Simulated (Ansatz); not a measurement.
# Be2Sn (antifluorite type): Wannier functions and tight-binding models, part 1 of 2

Where do the localised orbitals of Be2Sn (antifluorite type) sit, how far are they spread, and how do the settings change that? The runs, in order: PBE, anion s p, 6×6×6; PBE, anion s p, 4×4×4; PBE, anion s p, 8×8×8; PBE, anion p, 6×6×6; PBE, all s p, disentangled, 6×6×6; r2SCAN, anion s p, 6×6×6; r2SCAN, anion p, 6×6×6 (level, trial orbitals, Wannier mesh).

Method: plane waves, PAW, in Ansatz 0.2.0.

3 further runs of the same task are left out: 3 that didn't finish.

## 1. The structure to begin with

It takes space group Fm-3m (No. 225, cubic). Conventional cell: a = 5.803 Å, b = 5.803 Å, c = 5.803 Å, α = 90.00°, β = 90.00°, γ = 90.00°. Sn (site symmetry m-3m) has 8 Be at 2.51 Å as nearest neighbours. Be (site symmetry -43m) has 4 Sn at 2.51 Å as nearest neighbours.

As a file:

```xyz
3
Lattice="0.0000 2.9016 2.9016 2.9016 0.0000 2.9016 2.9016 2.9016 0.0000" Properties=species:S:1:pos:R:3 pbc="T T T"
Sn    0.0000    0.0000    0.0000
Be    1.4508    1.4508    1.4508
Be    4.3523    4.3523    4.3523
```

Cell and atoms come from an earlier r2SCAN relaxation. No run includes spin-orbit coupling, which matters for Sn.

## 2. PBE, anion s p, 6×6×6

File input.yaml:

```yaml
crystal:
  lattice:
    - [0.0, 2.9015655603, 2.9015655603]
    - [2.9015655603, 0.0, 2.9015655603]
    - [2.9015655603, 2.9015655603, 0.0]
  atoms:
    - { symbol: Sn, position: [0.0, 0.0, 0.0] }
    - { symbol: Be, position: [0.25, 0.25, 0.25] }
    - { symbol: Be, position: [0.75, 0.75, 0.75] }
kpoints:
  mp_grid: { grid: [6, 6, 6] }
  band_path:
    path:
      - [[0.0, 0.0, 0.0], [0.5, -2.963379640003e-35, 0.5], [0.625, 0.25, 0.625]]
      - [[0.375, 0.375, 0.75], [0.0, 0.0, 0.0], [0.5, 0.5, 0.5], [0.5, 0.25, 0.75], [0.5, -2.963379640003e-35, 0.5]]
    npoints: 10
hamiltonian:
  xc: pbe
scf:
  occupations: { method: fermi_dirac, width: 0.02 }
  n_extra_bands: 6
output:
  forces: false
  stress: false
  eigenvalues: true
  wannier:
    kmesh: [6, 6, 6]
    projections: [{ species: Sn, l: s, shell: 5 }, { species: Sn, l: p, shell: 5 }]
    minimise: true
    write_hr: true
    conv_tol: 1.0e-08
    max_iter: 3000
```

The run is started by

```console
$ ansatz run input.yaml --threads 4 --pin off --max-ram 3686MiB --backend cpu --events-out ev --progress --plain --runs-dir out
```

Log (excerpt; [...] marks lines left out):

```text
Warning: RAYON_NUM_THREADS=4 ignored (pool sized by the plan → 4); use --threads N
scf.n_extra_bands = 6 over 9 filled bands (N_el = 18.0): the run solves 15 bands
[...]
Pseudopotentials: kind: paw
Pseudopotential: Sn, paw, valence charge 14, recommended cutoff 420 eV (normal), Sn.paw.azcp
Pseudopotential: Be, paw, valence charge 2, recommended cutoff 420 eV (normal), Be.paw.azcp
Functional definition: PBE
[...]
Crystal: 3 atoms, lattice volume = 48.857 Å³
Basis set: ecut = 420 eV, 941 PW (Γ)
Bands: 15, of which v1, the nominal top of the filled ones, is band 9 counted from 1 (8 counted from 0)
Symmetry: 48 space group operations
Space group: Fm-3m (ITA 225), of the structure as read, at distance tolerance 3.7e-5 Å
k-points: 16 of 216
[...]
SCF iter   1: F=—  HF=-6208.048686 eV  |F-HF|=—  |Δ(HF+E_count)|=         —  Δρ=2.09e-3  dr2=2.89e-3  ethr=1.77e-3  ⟨swp⟩=6.2  Hψ=1376  notcnv=0  defer=1
[...]
SCF iter   6: F=-6208.048505 eV  HF=-6208.048505 eV  |F-HF|=4.86e-9  |Δ(HF+E_count)|=   1.50e-7  Δρ=3.33e-6  dr2=4.98e-9  ethr=5.56e-10  ⟨swp⟩=6.2  Hψ=882  notcnv=0
[...]
NSCF: frozen V_eff on 62 k-points
NSCF: frozen V_eff on 19 k-points
the Wannier pass solved 19 of the 216 points of its mesh, and has the states at the others by symmetry: states obtained by the crystal's operations at points that were solved too leave a residual of 2.26e-13 eV (read by the count's bands and the next), within 4.17e-6 eV
NSCF: frozen V_eff on 19 k-points
the Wannier pass solved 19 of the 216 points of its mesh, and has the states at the others by symmetry: states obtained by the crystal's operations at points that were solved too leave a residual of 2.09e-13 eV (read by the count's bands and the next), within 4.17e-6 eV
SCF converged after 6 iterations
Free energy (F): -6208.048505 eV
[...]
E sigma→0 (E₀):  -6208.047218 eV
Entropy (-TS):   -0.002575 eV (-0.858 meV/atom)
Fermi energy:    8.532008 eV
[...]
--- Band table (eV; the first three rows and the last of 16) ---
  k-point 0: bands = ["-12.8401", "-12.8401", "-12.8401", "-12.7527", "-12.7527", "-2.4726", "9.5310", "9.5310", "9.5310", "9.7758", "9.7758", "9.7758", "12.4459", "13.6032", "14.1808"]
[...]
Wannier search: line search 1 of at most 3000: gauge-dependent spread (as the search counts it) 4.9523640 Å², largest recent change 6.8e-1 Å² and fall left 2.4e-3 Å² against conv_tol 1.0e-8 Å², 0 stops escaped
```

Run time: 1.5 s. Hardware: 4 threads of Arm Neoverse V2, shared host; peak memory 0.31 GiB.

wannier.win names the bands that the functions span: 6, combinations of 7-12 (counted from 1; 9 are filled by count, though the bands overlap). Combinations are drawn from entangled bands, so such a model needn't follow any one band.

The head of wannier.spreads.toml:

```toml
omega_i_ang2 = 9.890166431638491
omega_d_ang2 = 0.008558781486058542
omega_od_ang2 = 2.7004033351748307
omega_total_ang2 = 12.59912854829938
least_projectability = 0.7129970792385213
b_vectors_match_mmn = true
n_iter = 40
converged = true
rejected_fitted_steps = 1
```

The functions (centres in Å, on-site energies from the highest level of the last filled band):

```csv
n,x,y,z,spread (Å²),on-site (eV),nearest atoms,distance (Å)
1,-0.461,0.461,0.461,3.150,-5.752,Sn1,0.80
2,0.461,-0.461,0.461,3.150,-5.752,Sn1,0.80
3,-0.461,-0.461,-0.461,3.150,-5.752,Sn1,0.80
4,0.461,0.461,-0.461,3.150,-5.752,Sn1,0.80
```

The largest hoppings ⟨m, 0|H|n, R⟩, one of each Hermitian pair (signs follow the phases of the functions):

```csv
m,n,R,distance (Å),t (eV)
1,4,0 0 0,1.30,-1.336
1,2,0 0 0,1.30,-1.336
1,3,0 0 0,1.30,-1.336
2,4,0 0 0,1.30,-1.336
3,4,0 0 0,1.30,-1.336
2,3,0 0 0,1.30,-1.336
1,4,1 0 -1,2.80,-0.692
1,2,1 -1 0,2.80,-0.692
2,4,0 1 -1,2.80,-0.692
1,3,1 0 0,2.80,-0.692
4,3,0 0 1,2.80,-0.692
2,3,0 1 0,2.80,-0.692
2,2,0 1 -1,4.10,0.390
3,3,0 1 0,4.10,0.390
```

Interpolated bands at the corners of the path, eV from the highest level of the last filled band:

```csv
point,e1,e2,e3,e4
Γ,-12.05,0.20,0.20,0.20
X,-9.07,-6.93,-4.31,-4.31
U,-9.09,-6.42,-5.96,-3.76
K,-9.09,-6.42,-5.96,-3.76
Γ,-12.05,0.20,0.20,0.20
L,-9.95,-7.50,-2.05,-2.05
W,-8.94,-6.10,-5.97,-5.15
X,-9.07,-6.93,-4.31,-4.31
```

Along the path each interpolated band stays within 0.03, 0.51, 0.48, 0.36 eV of the nearest computed level, from the lowest band up.

## 3. PBE, anion s p, 4×4×4

Changes to input.yaml since step 2:

```diff
@@ -26,3 +26,3 @@
   wannier:
-    kmesh: [6, 6, 6]
+    kmesh: [4, 4, 4]
     projections: [{ species: Sn, l: s, shell: 5 }, { species: Sn, l: p, shell: 5 }]
```

The run is started by

```console
$ ansatz run input.yaml --threads 4 --pin off --max-ram 3686MiB --backend cpu --events-out ev --progress --plain --runs-dir out
```

Log (excerpt; [...] marks lines left out):

```text
Warning: RAYON_NUM_THREADS=4 ignored (pool sized by the plan → 4); use --threads N
scf.n_extra_bands = 6 over 9 filled bands (N_el = 18.0): the run solves 15 bands
[...]
[... 4 set-up lines as earlier in the session ...]
[...]
Crystal: 3 atoms, lattice volume = 48.857 Å³
Basis set: ecut = 420 eV, 941 PW (Γ)
Bands: 15, of which v1, the nominal top of the filled ones, is band 9 counted from 1 (8 counted from 0)
[... 2 set-up lines as earlier in the session ...]
k-points: 16 of 216
[...]
SCF iter   1: F=—  HF=-6208.048686 eV  |F-HF|=—  |Δ(HF+E_count)|=         —  Δρ=2.09e-3  dr2=2.89e-3  ethr=1.77e-3  ⟨swp⟩=6.2  Hψ=1376  notcnv=0  defer=1
[...]
NSCF: frozen V_eff on 11 k-points
the Wannier pass solved 11 of the 64 points of its mesh, and has the states at the others by symmetry: states obtained by the crystal's operations at points that were solved too leave a residual of 1.54e-13 eV (read by the count's bands and the next), within 6.67e-6 eV
SCF converged after 6 iterations
Free energy (F): -6208.048505 eV
[...]
E sigma→0 (E₀):  -6208.047218 eV
Entropy (-TS):   -0.002575 eV (-0.858 meV/atom)
Fermi energy:    8.532008 eV
[...]
--- Band table (eV; the first three rows and the last of 16) ---
  k-point 0: bands = ["-12.8401", "-12.8401", "-12.8401", "-12.7527", "-12.7527", "-2.4726", "9.5310", "9.5310", "9.5310", "9.7758", "9.7758", "9.7758", "12.4459", "13.6032", "14.1808"]
[...]
Wannier search: line search 1 of at most 3000: gauge-dependent spread (as the search counts it) 4.5967688 Å², largest recent change 3.8e-1 Å² and fall left 3.0e-3 Å² against conv_tol 1.0e-8 Å², 0 stops escaped
```

Wall time 1.3 s (4 threads of Arm Neoverse V2, shared host); peak memory 0.28 GiB.

wannier.win names the bands that the functions span: combinations of 6-12 (counted from 1; 9 are filled by count, though the bands overlap). Combinations are drawn from entangled bands, so such a model needn't follow any one band.

The head of wannier.spreads.toml:

```toml
omega_i_ang2 = 8.212653549150126
omega_d_ang2 = 0.01910127088233984
omega_od_ang2 = 2.4858752652775333
omega_total_ang2 = 10.717630085309999
least_projectability = 0.7665014892065086
b_vectors_match_mmn = true
n_iter = 29
converged = true
rejected_fitted_steps = 0
```

The functions (centres in Å, on-site energies from the highest level of the last filled band):

```csv
n,x,y,z,spread (Å²),on-site (eV),nearest atoms,distance (Å)
1,-0.479,0.479,0.479,2.679,-5.729,Sn1,0.83
2,0.479,0.479,-0.479,2.679,-5.729,Sn1,0.83
3,-0.479,-0.479,-0.479,2.679,-5.729,Sn1,0.83
4,0.479,-0.479,0.479,2.679,-5.729,Sn1,0.83
```

Along the path each interpolated band stays within 0.08, 0.71, 0.76, 0.45 eV of the nearest computed level, from the lowest band up.

## 4. PBE, anion s p, 8×8×8

Changes to input.yaml since step 3:

```diff
@@ -26,3 +26,3 @@
   wannier:
-    kmesh: [4, 4, 4]
+    kmesh: [8, 8, 8]
     projections: [{ species: Sn, l: s, shell: 5 }, { species: Sn, l: p, shell: 5 }]
```

The run is started by

```console
$ ansatz run input.yaml --threads 4 --pin off --max-ram 3686MiB --backend cpu --events-out ev --progress --plain --runs-dir out
```

Log (excerpt; [...] marks lines left out):

```text
Warning: RAYON_NUM_THREADS=4 ignored (pool sized by the plan → 4); use --threads N
scf.n_extra_bands = 6 over 9 filled bands (N_el = 18.0): the run solves 15 bands
[...]
[... 4 set-up lines as earlier in the session ...]
[...]
Crystal: 3 atoms, lattice volume = 48.857 Å³
Basis set: ecut = 420 eV, 941 PW (Γ)
Bands: 15, of which v1, the nominal top of the filled ones, is band 9 counted from 1 (8 counted from 0)
[... 2 set-up lines as earlier in the session ...]
k-points: 16 of 216
[...]
SCF iter   1: F=—  HF=-6208.048686 eV  |F-HF|=—  |Δ(HF+E_count)|=         —  Δρ=2.09e-3  dr2=2.89e-3  ethr=1.77e-3  ⟨swp⟩=6.2  Hψ=1376  notcnv=0  defer=1
[...]
NSCF: frozen V_eff on 32 k-points
the Wannier pass solved 32 of the 512 points of its mesh, and has the states at the others by symmetry: states obtained by the crystal's operations at points that were solved too leave a residual of 1.71e-13 eV (read by the count's bands and the next), within 5.56e-6 eV
SCF converged after 6 iterations
Free energy (F): -6208.048505 eV
[...]
E sigma→0 (E₀):  -6208.047218 eV
Entropy (-TS):   -0.002575 eV (-0.858 meV/atom)
Fermi energy:    8.532008 eV
[...]
--- Band table (eV; the first three rows and the last of 16) ---
  k-point 0: bands = ["-12.8401", "-12.8401", "-12.8401", "-12.7527", "-12.7527", "-2.4726", "9.5310", "9.5310", "9.5310", "9.7758", "9.7758", "9.7758", "12.4459", "13.6032", "14.1808"]
[...]
Wannier search: line search 1 of at most 3000: gauge-dependent spread (as the search counts it) 4.9735985 Å², largest recent change 8.7e-1 Å² and fall left 7.7e-4 Å² against conv_tol 1.0e-8 Å², 0 stops escaped
```

It took 2.6 s on 4 threads of Arm Neoverse V2, shared host; peak memory 0.38 GiB.

wannier.win names the bands that the functions span: 6, combinations of 7-12 (counted from 1; 9 are filled by count, though the bands overlap). Combinations are drawn from entangled bands, so such a model needn't follow any one band.

The head of wannier.spreads.toml:

```toml
omega_i_ang2 = 10.825825071205884
omega_d_ang2 = 0.007679562413270291
omega_od_ang2 = 2.689301922402566
omega_total_ang2 = 13.52280655602172
least_projectability = 0.7239407637769447
b_vectors_match_mmn = true
n_iter = 36
converged = true
rejected_fitted_steps = 0
```

The functions (centres in Å, on-site energies from the highest level of the last filled band):

```csv
n,x,y,z,spread (Å²),on-site (eV),nearest atoms,distance (Å)
1,0.452,0.452,-0.452,3.381,-5.753,Sn1,0.78
2,0.452,-0.452,0.452,3.381,-5.753,Sn1,0.78
3,-0.452,0.452,0.452,3.381,-5.753,Sn1,0.78
4,-0.452,-0.452,-0.452,3.381,-5.753,Sn1,0.78
```

Along the path each interpolated band stays within 0.01, 0.40, 0.45, 0.38 eV of the nearest computed level, from the lowest band up.

## 5. PBE, anion p, 6×6×6

Changes to input.yaml since step 4:

```diff
@@ -26,4 +26,4 @@
   wannier:
-    kmesh: [8, 8, 8]
-    projections: [{ species: Sn, l: s, shell: 5 }, { species: Sn, l: p, shell: 5 }]
+    kmesh: [6, 6, 6]
+    projections: [{ species: Sn, l: p, shell: 5 }]
     minimise: true
@@ -32 +32,5 @@
     max_iter: 3000
+  write_density: true
+  write_potential: true
+  elf: true
+  volumetric_format: npy
```

The run is started by

```console
$ ansatz run input.yaml --threads 4 --pin off --max-ram 3686MiB --backend cpu --events-out ev --progress --plain --runs-dir out
```

Log (excerpt; [...] marks lines left out):

```text
Warning: RAYON_NUM_THREADS=4 ignored (pool sized by the plan → 4); use --threads N
scf.n_extra_bands = 6 over 9 filled bands (N_el = 18.0): the run solves 15 bands
[...]
[... 4 set-up lines as earlier in the session ...]
[...]
Crystal: 3 atoms, lattice volume = 48.857 Å³
Basis set: ecut = 420 eV, 941 PW (Γ)
Bands: 15, of which v1, the nominal top of the filled ones, is band 9 counted from 1 (8 counted from 0)
[... 2 set-up lines as earlier in the session ...]
k-points: 16 of 216
[...]
SCF iter   1: F=—  HF=-6208.048686 eV  |F-HF|=—  |Δ(HF+E_count)|=         —  Δρ=2.09e-3  dr2=2.89e-3  ethr=1.77e-3  ⟨swp⟩=6.2  Hψ=1376  notcnv=0  defer=1
[...]
NSCF: frozen V_eff on 19 k-points
the Wannier pass solved 19 of the 216 points of its mesh, and has the states at the others by symmetry: states obtained by the crystal's operations at points that were solved too leave a residual of 2.27e-13 eV (read by the count's bands and the next), within 4.17e-6 eV
SCF converged after 6 iterations
Free energy (F): -6208.048505 eV
[...]
E sigma→0 (E₀):  -6208.047218 eV
Entropy (-TS):   -0.002575 eV (-0.858 meV/atom)
Fermi energy:    8.532008 eV
[...]
--- Band table (eV; the first three rows and the last of 16) ---
  k-point 0: bands = ["-12.8401", "-12.8401", "-12.8401", "-12.7527", "-12.7527", "-2.4726", "9.5310", "9.5310", "9.5310", "9.7758", "9.7758", "9.7758", "12.4459", "13.6032", "14.1808"]
[...]
Wannier search: line search 1 of at most 3000: gauge-dependent spread (as the search counts it) 1.0809802 Å², largest recent change 2.0e-3 Å² and fall left 9.5e-7 Å² against conv_tol 1.0e-8 Å², 0 stops escaped
```

Run time: 1.5 s. Hardware: 4 threads of Arm Neoverse V2, shared host; peak memory 0.31 GiB.

wannier.win names the bands that the functions span: combinations of 7-12 (counted from 1; 9 are filled by count, though the bands overlap). Combinations are drawn from entangled bands, so such a model needn't follow any one band.

The head of wannier.spreads.toml:

```toml
omega_i_ang2 = 12.77405259226973
omega_d_ang2 = 0.000000000000000000015467292476718853
omega_od_ang2 = 0.8324057462275931
omega_total_ang2 = 13.606458338497323
least_projectability = 0.43958821180533486
b_vectors_match_mmn = true
n_iter = 28
converged = true
rejected_fitted_steps = 1
```

The functions (centres in Å, on-site energies from the highest level of the last filled band):

```csv
n,x,y,z,spread (Å²),on-site (eV),nearest atoms,distance (Å)
1,0.000,0.000,0.000,4.535,-4.308,Sn1,0.00
2,0.000,0.000,0.000,4.535,-4.308,Sn1,0.00
3,0.000,0.000,0.000,4.535,-4.308,Sn1,0.00
```

The largest hoppings ⟨m, 0|H|n, R⟩, one of each Hermitian pair (signs follow the phases of the functions):

```csv
m,n,R,distance (Å),t (eV)
3,3,1 -1 0,4.10,0.721
1,1,1 0 0,4.10,0.721
2,2,1 0 -1,4.10,0.721
2,2,0 1 -1,4.10,0.461
1,1,0 1 0,4.10,0.461
2,2,0 0 1,4.10,0.461
1,1,0 0 1,4.10,0.461
3,3,0 1 0,4.10,0.461
3,3,0 1 -1,4.10,0.461
3,1,0 1 0,4.10,-0.325
1,3,0 1 0,4.10,-0.325
2,3,0 1 -1,4.10,0.325
3,2,0 1 -1,4.10,0.325
2,1,0 0 1,4.10,0.325
```

Interpolated bands at the corners of the path, eV from the highest level of the last filled band:

```csv
point,e1,e2,e3
Γ,0.20,0.20,0.20
X,-6.93,-4.31,-4.31
U,-6.39,-5.96,-3.77
K,-6.39,-5.96,-3.77
Γ,0.20,0.20,0.20
L,-7.50,-2.05,-2.05
W,-6.06,-6.06,-5.14
X,-6.93,-4.31,-4.31
```

Along the path each interpolated band stays within 0.48, 0.47, 0.36 eV of the nearest computed level, from the lowest band up.

(Continued in part 2 of 2.)
